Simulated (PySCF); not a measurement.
# C₁₁H₁₃NOSi: NMR shifts at several levels of theory, part 1 of 2

How much do the NMR shifts of C₁₁H₁₃NOSi (`C[SiH](C)Oc1ccc2ccccc2n1`) depend on the level of theory, and what does each level cost?

Computed with PySCF 2.14.0, with density-fitted response routines of our own, on a single molecule in the gas phase. Atoms are numbered from 0 throughout.

### Step 1. The starting structure

27 atoms, charge 0, multiplicity 1; geometry from: GFN2-xTB.

Bonds of the start (Å): C0–Si1 1.90, Si1–C2 1.90, Si1–O3 1.66, O3–C4 1.33, C4–C5 1.42, C5–C6 1.36, C6–C7 1.41, C7–C8 1.41, C8–C9 1.37, C9–C10 1.40, C10–C11 1.37, C11–C12 1.41, C12–N13 1.35, N13–C4 1.30, C12–C7 1.42, C0–H14 1.09, C0–H15 1.09, C0–H16 1.08, Si1–H17 1.47, C2–H18 1.09, C2–H19 1.09, C2–H20 1.09, C5–H21 1.08, C6–H22 1.08, C8–H23 1.08, C9–H24 1.08, C10–H25 1.08, C11–H26 1.08.

### Step 2. Relaxing the molecule at PBE0-D3(BJ)/def2-SVP

Job settings and geometry (Å):

```
{"job": {"xc": "PBE0", "basis": "def2-SVP", "d3": "d3bj", "grid": 1, "kind": "geom"}, "charge": 0, "multiplicity": 1}
C     -4.588690     0.533790    -0.316440
Si    -2.872040    -0.232170    -0.565640
C     -2.729800    -1.919090     0.295210
O     -1.908820     0.907100     0.166130
C     -0.589010     0.807820     0.254980
C      0.121240     1.848130     0.908010
C      1.477350     1.753990     0.995770
C      2.137730     0.631700     0.444040
C      3.532420     0.453520     0.487470
C      4.106020    -0.659460    -0.064710
C      3.308990    -1.637560    -0.677550
C      1.949890    -1.492900    -0.738900
C      1.332370    -0.355390    -0.183340
N     -0.009930    -0.240090    -0.264040
H     -4.843830     0.616890     0.736110
H     -4.649750     1.527690    -0.747980
H     -5.346490    -0.079570    -0.791320
H     -2.505120    -0.318010    -1.981380
H     -1.717760    -2.303850     0.218780
H     -3.400740    -2.649380    -0.145720
H     -2.974300    -1.844310     1.352350
H     -0.432620     2.679730     1.313490
H      2.059590     2.524540     1.482670
H      4.138780     1.211700     0.963170
H      5.177310    -0.792030    -0.033210
H      3.781020    -2.511060    -1.103050
H      1.320610    -2.233290    -1.207270
```

The log of the run:

```text
step   0  E = -845.31500951  max force = 0.025851
step   1  E = -845.31957638  max force = 0.005754
step   2  E = -845.31908770  max force = 0.007781
step   3  E = -845.32006840  max force = 0.002904
step   4  E = -845.32007193  max force = 0.001381
step   5  E = -845.32012095  max force = 0.001040
step   6  E = -845.32012115  max force = 0.001081
step   7  E = -845.32014208  max force = 0.000277
step   8  E = -845.32014231  max force = 0.000257
optimisation converged
```

Run time: 4.2 min. Hardware: 8 threads of Intel Xeon Platinum 8259CL at 2.50GHz (Skylake/Cascade Lake), shared host.

The steps of the relaxation: (the energy doesn't fall at every step)

| step | energy from step 0 (eV) | largest force component (eV/Å) |
| --- | --- | --- |
| 0 | 0.0000 | 1.3293 |
| 1 | -0.1243 | 0.2959 |
| 2 | -0.1110 | 0.4001 |
| 3 | -0.1377 | 0.1493 |
| 4 | -0.1378 | 0.0710 |
| 5 | -0.1391 | 0.0535 |
| 6 | -0.1391 | 0.0556 |
| 7 | -0.1397 | 0.0142 |
| 8 | -0.1397 | 0.0132 |

Close pairs (by a distance rule), those that changed most:

| bond | before (Å) | after (Å) | change (Å) |
| --- | --- | --- | --- |
| Si1–O3 | 1.662 | 1.720 | +0.058 |
| Si1–C2 | 1.899 | 1.866 | -0.033 |
| C0–Si1 | 1.896 | 1.868 | -0.029 |
| Si1–H17 | 1.465 | 1.491 | +0.026 |
| C0–H16 | 1.084 | 1.101 | +0.017 |
| C2–H19 | 1.085 | 1.102 | +0.017 |
| C0–H15 | 1.085 | 1.101 | +0.015 |
| C0–H14 | 1.086 | 1.101 | +0.015 |

The next job starts from the end point, and lists it.

| at the end point | value |
| --- | --- |
| point group (found at 0.08 Å tolerance) | C1 |
| rotational constants (GHz, main isotopes) | 1.501, 0.339, 0.288 |
| dipole moment (D) | 0.82 |

### Step 3. Shielding tensors: PBE0/pcSseg-1

Job settings and geometry (Å):

```
{"job": {"kind": "nmr", "xc": "PBE0", "basis": "pcSseg-1", "pop": false}, "charge": 0, "multiplicity": 1}
C     -4.588374     0.488154    -0.424176
Si    -2.881690    -0.264430    -0.517434
C     -2.801366    -1.895684     0.385564
O     -1.909722     0.917976     0.266455
C     -0.583626     0.810611     0.321842
C      0.139488     1.847116     0.982481
C      1.501666     1.745628     1.041948
C      2.158497     0.631279     0.452475
C      3.561980     0.455966     0.471595
C      4.137791    -0.647041    -0.119035
C      3.325466    -1.614404    -0.750793
C      1.956048    -1.469440    -0.784096
C      1.336904    -0.346293    -0.184565
N     -0.014752    -0.228672    -0.229299
H     -4.908737     0.609569     0.622165
H     -4.609477     1.477594    -0.905603
H     -5.323011    -0.154923    -0.934075
H     -2.448057    -0.382021    -1.939047
H     -1.780247    -2.300097     0.355106
H     -3.484640    -2.623552    -0.080706
H     -3.102074    -1.771723     1.437638
H     -0.410773     2.682607     1.416342
H      2.096866     2.516355     1.539250
H      4.181466     1.211272     0.962739
H      5.222115    -0.776595    -0.101234
H      3.790494    -2.485931    -1.218043
H      1.312185    -2.204880    -1.269862
```

Level: GIAO PBE0/pcSseg-1 NMR shielding, non-relativistic, gas phase.

The log of the run:

```text
coarse grid: 23784 points
cycle   1  E = -845.4790366776  dE =  2.334e+00  |g| = 7.830e-01  |ddm| = 5.175e+00
cycle   2  E = -845.3959228926  dE =  8.311e-02  |g| = 1.046e+00  |ddm| = 1.649e+00
cycle   3  E = -845.6054321236  dE = -2.095e-01  |g| = 1.556e-01  |ddm| = 9.943e-01
cycle   4  E = -845.6100669134  dE = -4.635e-03  |g| = 5.008e-02  |ddm| = 1.862e-01
cycle   5  E = -845.6104940463  dE = -4.271e-04  |g| = 2.441e-02  |ddm| = 5.986e-02
cycle   6  E = -845.6106237728  dE = -1.297e-04  |g| = 5.457e-03  |ddm| = 2.591e-02
cycle   7  E = -845.6106310502  dE = -7.277e-06  |g| = 1.895e-03  |ddm| = 8.350e-03
final grid: 227256 points
cycle   8  E = -845.7010468691  dE = -4.362e-05  |g| = 1.208e-02  |ddm| = 5.835e-02
cycle   9  E = -845.7010112270  dE =  3.564e-05  |g| = 1.796e-02  |ddm| = 2.682e-02
cycle  10  E = -845.7010782724  dE = -6.705e-05  |g| = 2.594e-03  |ddm| = 1.742e-02
cycle  11  E = -845.7010797952  dE = -1.523e-06  |g| = 4.042e-04  |ddm| = 2.739e-03
cycle  12  E = -845.7010798237  dE = -2.859e-08  |g| = 2.187e-04  |ddm| = 5.650e-04
cycle  13  E = -845.7010798355  dE = -1.176e-08  |g| = 4.773e-05  |ddm| = 2.548e-04
cycle  14  E = -845.7010798359  dE = -4.320e-10  |g| = 2.156e-05  |ddm| = 6.079e-05
converged SCF energy = -845.7010798359

GIAO shielding tensors (ppm)
atom      isotropic    diamagn.    paramagn.     s11        s22        s33       span
  0 C      185.679     254.267     -68.588    177.126    188.726    191.183     14.057
  1 Si     341.336     882.355    -541.019    292.074    359.079    372.856     80.782
  2 C      184.988     257.816     -72.829    177.376    187.317    190.270     12.894
  3 O      170.851     402.437    -231.586     93.636    199.740    219.177    125.540
  4 C       18.318     255.303    -236.985    -66.702     21.840     99.815    166.517
  5 C       66.199     255.077    -188.878    -25.470     63.262    160.806    186.277
  6 C       38.751     248.895    -210.143    -68.024     26.593    157.685    225.709
  7 C       56.478     262.853    -206.374    -13.869    -10.376    193.680    207.549
  8 C       51.379     247.838    -196.458    -49.163     42.018    161.283    210.445
  9 C       55.603     255.240    -199.637    -51.648     43.740    174.717    226.365
 10 C       49.033     254.667    -205.634    -63.368     37.208    173.260    236.628
 11 C       51.052     251.283    -200.231    -46.387     42.132    157.411    203.798
 12 C       33.696     248.764    -215.068    -45.030    -11.345    157.462    202.491
 13 N      -25.122     343.588    -368.711   -233.928    -68.018    226.579    460.508
 14 H       30.740      29.206       1.534     26.872     28.583     36.763      9.891
 15 H       30.653      29.646       1.007     26.081     28.247     37.631     11.550
 16 H       31.245      26.224       5.022     26.698     28.586     38.452     11.754
 17 H       25.743      31.757      -6.014     22.378     25.161     29.691      7.313
 18 H       29.687      35.887      -6.200     22.949     29.359     36.751     13.802
 19 H       31.184      28.897       2.288     26.760     28.296     38.497     11.736
 20 H       31.035      31.794      -0.759     27.573     28.574     36.957      9.384
 21 H       24.236      31.778      -7.542     19.391     24.887     28.430      9.039
 22 H       23.187      32.197      -9.010     18.722     23.488     27.351      8.629
 23 H       23.466      30.223      -6.757     18.785     24.094     27.518      8.733
 24 H       23.755      27.311      -3.556     19.655     25.024     26.586      6.931
 25 H       23.468      29.173      -5.704     19.411     24.139     26.855      7.444
 26 H       23.235      33.488     -10.253     18.372     23.002     28.331      9.958
```

Wall time 87 s (8 threads of Intel Xeon Platinum 8259CL at 2.50GHz (Skylake/Cascade Lake), shared host).

The references, computed at this level on geometries of the same kind, shield at (ppm): 1H TMS 31.27, 13C TMS 184.4, 29Si TMS 352.0, 15N NH3 265.7, 17O H2O 334.6. Their shielding less the atom's gives the shift. The references are single molecules in the gas phase, so shifts against H2O, NH3, PH3, H3PO4 or CFCl3 are not on the usual liquid scales and can be off by tens of ppm. Atoms listed in one row are averaged.

| atoms | environment | σ (ppm) | δ (ppm) | δ scaled to CDCl3 |
| --- | --- | --- | --- | --- |
| C4 | aromatic carbon bearing oxygen | 18.3 | 166.1 | 160.8 |
| C12 | ring-fusion aromatic carbon | 33.7 | 150.7 | 145.8 |
| C6 | aromatic CH | 38.8 | 145.7 | 140.9 |
| C10 | aromatic CH | 49.0 | 135.4 | 130.9 |
| C11 | aromatic CH | 51.1 | 133.4 | 129.0 |
| C8 | aromatic CH | 51.4 | 133.0 | 128.7 |
| C9 | aromatic CH | 55.6 | 128.8 | 124.6 |
| C7 | ring-fusion aromatic carbon | 56.5 | 127.9 | 123.7 |
| C5 | aromatic CH | 66.2 | 118.2 | 114.3 |
| C0, C2 | methyl carbon bonded to Si | 185.3 | -0.9 | -1.4 |
| H22 | hydrogen on an aromatic CH | 23.19 | 8.08 | 7.87 |
| H26 | hydrogen on an aromatic CH | 23.24 | 8.03 | 7.83 |
| H23 | hydrogen on an aromatic CH | 23.47 | 7.80 | 7.61 |
| H25 | hydrogen on an aromatic CH | 23.47 | 7.80 | 7.61 |
| H24 | hydrogen on an aromatic CH | 23.76 | 7.51 | 7.34 |
| H21 | hydrogen on an aromatic CH | 24.24 | 7.03 | 6.88 |
| H17 | hydrogen on a silicon bonded to 2 C, O | 25.74 | 5.52 | – |
| H14, H15, H16, H18, H19, H20 | hydrogen on a methyl carbon bonded to Si | 30.76 | 0.51 | 0.70 |
| Si1 | silicon bonded to 2 C, O, H | 341.3 | 10.7 | – |
| O3 | oxygen bonded to C, Si | 170.9 | 163.7 | – |
| N13 | pyridine-type ring nitrogen | -25.1 | 290.8 | – |

The scaled column applies a straight-line fit of computed shieldings to shifts measured in CDCl3 (root-mean-square error 0.21 ppm for H, 2.0 ppm for C).

Ring of atoms C4, C5, C6, C7, C12, N13: NICS(0) -7.4, NICS(1) -10.2, NICS(1)zz -23.3 ppm (means of both faces).

Ring of atoms C7, C8, C9, C10, C11, C12: NICS(0) -8.9, NICS(1) -11.5, NICS(1)zz -28.4 ppm (means of both faces).

### Step 4. Nuclear shieldings: PBE/pcSseg-1

Same as in step 3 but for these lines:

```diff
@@ -1,2 +1,2 @@
-{"job": {"kind": "nmr", "xc": "PBE0", "basis": "pcSseg-1", "pop": false}, "charge": 0, "multiplicity": 1}
+{"job": {"kind": "nmr", "xc": "PBE", "basis": "pcSseg-1", "pop": false}, "charge": 0, "multiplicity": 1}
 C     -4.588374     0.488154    -0.424176
```

With the program's defaults for keys left out, this is: GIAO PBE/pcSseg-1 NMR shielding, non-relativistic, gas phase.

The log of the run:

```text
coarse grid: 23784 points
cycle   1  E = -845.2788786877  dE =  1.883e+00  |g| = 1.017e+00  |ddm| = 5.300e+00
cycle   2  E = -844.8488514728  dE =  4.300e-01  |g| = 1.748e+00  |ddm| = 2.729e+00
cycle   3  E = -845.4843513840  dE = -6.355e-01  |g| = 3.677e-01  |ddm| = 1.979e+00
cycle   4  E = -845.5112729992  dE = -2.692e-02  |g| = 1.014e-01  |ddm| = 4.321e-01
cycle   5  E = -845.5123704716  dE = -1.097e-03  |g| = 7.157e-02  |ddm| = 1.434e-01
cycle   6  E = -845.5135460657  dE = -1.176e-03  |g| = 1.808e-02  |ddm| = 8.365e-02
cycle   7  E = -845.5136260713  dE = -8.001e-05  |g| = 7.813e-03  |ddm| = 2.903e-02
cycle   8  E = -845.5136416818  dE = -1.561e-05  |g| = 2.874e-03  |ddm| = 1.037e-02
cycle   9  E = -845.5136438970  dE = -2.215e-06  |g| = 6.642e-04  |ddm| = 3.593e-03
final grid: 227256 points
cycle  10  E = -845.6372649858  dE = -2.420e-05  |g| = 2.158e-02  |ddm| = 8.010e-02
cycle  11  E = -845.6369122322  dE =  3.528e-04  |g| = 4.594e-02  |ddm| = 6.404e-02
cycle  12  E = -845.6373471312  dE = -4.349e-04  |g| = 9.709e-03  |ddm| = 4.920e-02
cycle  13  E = -845.6373697092  dE = -2.258e-05  |g| = 1.627e-03  |ddm| = 1.024e-02
cycle  14  E = -845.6373702219  dE = -5.127e-07  |g| = 6.495e-04  |ddm| = 2.271e-03
cycle  15  E = -845.6373703220  dE = -1.001e-07  |g| = 2.217e-04  |ddm| = 8.583e-04
cycle  16  E = -845.6373703357  dE = -1.371e-08  |g| = 6.464e-05  |ddm| = 2.972e-04
cycle  17  E = -845.6373703367  dE = -1.009e-09  |g| = 2.162e-05  |ddm| = 8.452e-05
cycle  18  E = -845.6373703369  dE = -1.116e-10  |g| = 5.648e-06  |ddm| = 2.471e-05
converged SCF energy = -845.6373703369

GIAO shielding tensors (ppm)
atom      isotropic    diamagn.    paramagn.     s11        s22        s33       span
  0 C      181.621     253.348     -71.727    172.769    184.369    187.724     14.956
  1 Si     324.285     883.452    -559.167    270.580    343.029    359.245     88.665
  2 C      180.623     256.652     -76.029    172.617    182.356    186.896     14.279
  3 O      153.259     401.926    -248.667     79.213    175.435    205.130    125.917
  4 C       17.059     256.608    -239.549    -59.005     18.342     91.841    150.847
  5 C       63.845     254.357    -190.512    -22.977     59.641    154.871    177.848
  6 C       37.860     247.534    -209.674    -62.834     25.853    150.562    213.397
  7 C       53.700     262.194    -208.494    -14.558    -12.472    188.130    202.688
  8 C       49.332     246.688    -197.356    -46.388     39.949    154.436    200.824
  9 C       53.121     253.945    -200.824    -50.458     41.433    168.388    218.847
 10 C       47.304     253.484    -206.181    -60.998     35.898    167.011    228.009
 11 C       48.743     251.357    -202.614    -44.612     39.977    150.863    195.475
 12 C       32.158     249.693    -217.535    -41.800    -11.753    150.026    191.826
 13 N      -26.108     343.107    -369.214   -228.641    -66.675    216.992    445.633
 14 H       30.695      29.173       1.521     27.043     28.616     36.426      9.383
 15 H       30.609      29.574       1.035     26.245     28.277     37.306     11.061
 16 H       31.180      26.267       4.912     26.836     28.673     38.029     11.193
 17 H       25.479      31.845      -6.366     22.212     24.912     29.312      7.099
 18 H       29.604      35.694      -6.090     23.055     29.398     36.359     13.304
 19 H       31.111      28.843       2.268     26.895     28.384     38.052     11.157
 20 H       30.997      31.698      -0.701     27.758     28.655     36.578      8.820
 21 H       24.320      31.817      -7.497     19.767     24.755     28.439      8.672
 22 H       23.339      32.208      -8.869     19.152     23.496     27.369      8.217
 23 H       23.562      30.393      -6.831     19.218     23.934     27.533      8.316
 24 H       23.799      27.238      -3.439     19.985     24.820     26.590      6.605
 25 H       23.530      29.160      -5.629     19.714     23.995     26.882      7.168
 26 H       23.370      33.852     -10.482     18.921     22.861     28.329      9.409
```

Run time: 63 s. Hardware: 8 threads of Intel Xeon Platinum 8259CL at 2.50GHz (Skylake/Cascade Lake), shared host.

This run: δ C4 163.0, C12 147.9, C6 142.2, C10 132.7, H22 7.86, H26 7.83 ppm.

### Step 5. NMR shieldings: wB97X-D/pcSseg-1

Same as in step 4 but for these lines:

```diff
@@ -1,2 +1,2 @@
-{"job": {"kind": "nmr", "xc": "PBE", "basis": "pcSseg-1", "pop": false}, "charge": 0, "multiplicity": 1}
+{"job": {"kind": "nmr", "xc": "wB97X-D", "basis": "pcSseg-1", "pop": false}, "charge": 0, "multiplicity": 1}
 C     -4.588374     0.488154    -0.424176
```

With the program's defaults for keys left out, this is: GIAO wB97X-D/pcSseg-1 NMR shielding, non-relativistic, gas phase.

The log of the run:

```text
coarse grid: 23784 points
cycle   1  E = -846.0538470484  dE =  2.881e+00  |g| = 7.567e-01  |ddm| = 5.106e+00
cycle   2  E = -846.0633562782  dE = -9.509e-03  |g| = 8.108e-01  |ddm| = 1.319e+00
cycle   3  E = -846.1751785392  dE = -1.118e-01  |g| = 9.531e-02  |ddm| = 6.673e-01
cycle   4  E = -846.1767004114  dE = -1.522e-03  |g| = 5.002e-02  |ddm| = 1.246e-01
cycle   5  E = -846.1772267406  dE = -5.263e-04  |g| = 1.415e-02  |ddm| = 5.536e-02
cycle   6  E = -846.1772686425  dE = -4.190e-05  |g| = 3.701e-03  |ddm| = 1.667e-02
cycle   7  E = -846.1772737346  dE = -5.092e-06  |g| = 1.284e-03  |ddm| = 5.939e-03
final grid: 227256 points
cycle   8  E = -846.2720086923  dE = -3.638e-04  |g| = 5.577e-03  |ddm| = 7.836e-02
cycle   9  E = -846.2720149172  dE = -6.225e-06  |g| = 3.222e-03  |ddm| = 1.096e-02
cycle  10  E = -846.2720168412  dE = -1.924e-06  |g| = 1.426e-03  |ddm| = 3.487e-03
cycle  11  E = -846.2720172711  dE = -4.299e-07  |g| = 5.022e-04  |ddm| = 1.731e-03
cycle  12  E = -846.2720173322  dE = -6.116e-08  |g| = 1.507e-04  |ddm| = 6.229e-04
cycle  13  E = -846.2720173409  dE = -8.651e-09  |g| = 5.763e-05  |ddm| = 2.479e-04
cycle  14  E = -846.2720173430  dE = -2.157e-09  |g| = 2.728e-05  |ddm| = 1.166e-04
cycle  15  E = -846.2720173435  dE = -4.761e-10  |g| = 7.316e-06  |ddm| = 5.878e-05
converged SCF energy = -846.2720173435

GIAO shielding tensors (ppm)
atom      isotropic    diamagn.    paramagn.     s11        s22        s33       span
  0 C      185.644     254.321     -68.677    177.285    188.852    190.795     13.510
  1 Si     342.208     882.303    -540.095    293.401    359.761    373.461     80.060
  2 C      185.030     258.233     -73.203    177.705    187.592    189.793     12.088
  3 O      178.055     403.349    -225.294    101.321    209.807    223.038    121.717
  4 C       16.358     255.516    -239.158    -72.497     21.591     99.980    172.477
  5 C       65.314     256.144    -190.830    -28.796     64.051    160.688    189.484
  6 C       36.919     250.661    -213.742    -73.334     25.647    158.445    231.779
  7 C       55.823     263.324    -207.501    -16.743     -8.985    193.198    209.940
  8 C       50.194     249.171    -198.977    -52.921     41.612    161.890    214.811
  9 C       54.783     255.798    -201.015    -54.700     43.793    175.256    229.956
 10 C       47.825     255.232    -207.406    -67.056     36.802    173.731    240.787
 11 C       49.911     251.726    -201.815    -49.698     41.986    157.445    207.143
 12 C       31.972     249.704    -217.732    -49.734    -11.894    157.544    207.277
 13 N      -24.184     344.110    -368.294   -232.708    -67.702    227.859    460.567
 14 H       30.855      29.315       1.540     26.993     28.729     36.842      9.849
 15 H       30.775      29.806       0.970     26.216     28.409     37.701     11.485
 16 H       31.363      26.122       5.241     26.833     28.701     38.554     11.721
 17 H       25.939      32.026      -6.087     22.569     25.348     29.901      7.333
 18 H       29.821      36.423      -6.602     23.128     29.480     36.854     13.725
 19 H       31.301      28.868       2.433     26.885     28.422     38.596     11.711
 20 H       31.137      31.973      -0.836     27.674     28.706     37.031      9.357
 21 H       24.335      31.942      -7.606     19.516     24.937     28.554      9.038
 22 H       23.251      32.268      -9.017     18.862     23.445     27.446      8.584
 23 H       23.555      30.079      -6.523     18.909     24.148     27.610      8.701
 24 H       23.868      27.113      -3.245     19.800     25.088     26.717      6.916
 25 H       23.573      29.078      -5.505     19.573     24.180     26.965      7.392
 26 H       23.311      33.686     -10.375     18.452     23.045     28.437      9.985
```

It took 1.9 min on 8 threads of Intel Xeon Platinum 8259CL at 2.50GHz (Skylake/Cascade Lake), shared host.

Key values: δ C4 168.2, C12 152.6, C6 147.6, C10 136.7, H22 8.13, H26 8.07 ppm.

(Continued in part 2 of 2.)
